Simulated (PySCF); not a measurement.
# CClFTe: the cost of one run

Computed with PySCF 2.14.0 and routines of our own; the level stands in each step. Atoms count from 0.

## Step 1: The starting structure

4 atoms, charge 0, multiplicity 1; geometry from: GFN2-xTB.

## Step 2: NMR shieldings: PBE/pcSseg-1 Te:us-x2c-TZVPall-2c, spin–orbit

What the job is given:

```
{"job": {"kind": "hnmr", "xc": "PBE", "basis": {"default": "pcSseg-1", "Te": "us-x2c-TZVPall-2c"}, "rel": "so"}, "charge": 0, "multiplicity": 1}
F     -0.296730     1.382444    -0.005584
C     -0.035723     0.071843    -0.005283
Cl    -1.468824    -0.825619     0.001240
Te     1.811511    -0.623895    -0.013227
```

Level: PBE/pcSseg-1 Te:us-x2c-TZVPall-2c GIAO NMR shielding, X2C with spin-orbit coupling, screened-nuclear two-electron part, Gaussian nuclei, gas phase.

Started as:

```
$ OMP_NUM_THREADS=1 python heavy_run.py task.json out
```

This one command runs all jobs of the session in turn.

**Question.** How long does this first job take on 1 thread of Arm Neoverse V2, shared host, and how much memory does it need?

About 28 s, with a peak of 0.79 GiB.
